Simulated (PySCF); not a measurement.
# C2H7FGe: the cost of one run

Computed with PySCF 2.14.0, with density-fitted response routines of our own, on a single molecule in the gas phase. Atoms count from 0, in the outputs and in this text.

## Step 1: The starting structure

11 atoms, charge 0, multiplicity 1; geometry from: GFN2-xTB. The atoms were then displaced at random by about 0.01 Å, so the start is not that level's minimum.

Bonds of the start (Å): C0–Ge1 1.97, Ge1–C2 1.96, Ge1–F3 1.77, C0–H4 1.06, C0–H5 1.08, C0–H6 1.11, Ge1–H7 1.52, C2–H8 1.11, C2–H9 1.10, C2–H10 1.07.

## Step 2: Optimising the geometry at PBE0-D3(BJ)/def2-SVP

What the job is given:

```
{"job": {"xc": "PBE0", "basis": "def2-SVP", "d3": "d3bj", "grid": 1, "shake": 0.01, "kind": "geom"}, "charge": 0, "multiplicity": 1}
C     -1.586720    -0.606240     0.195940
Ge    -0.099010     0.670410     0.011380
C      1.649790    -0.114600    -0.408380
F      0.138640     1.342350     1.635800
H     -1.362600    -1.350520     0.915030
H     -1.828950    -1.060800    -0.757100
H     -2.487890    -0.058950     0.528670
H     -0.396820     1.946690    -0.761390
H      1.904450    -0.872710     0.354160
H      2.441770     0.646200    -0.352200
H      1.665440    -0.567670    -1.377580
```

Started as:

```sh
> OMP_NUM_THREADS=1 python probes_run.py task.json out
```

One launch serves the whole session: the jobs run in the order shown.

**Question.** How long does this first job take on 1 thread of Arm Neoverse V1, shared host, and how much memory does it need?

About 29 s, with a peak of 0.45 GiB.
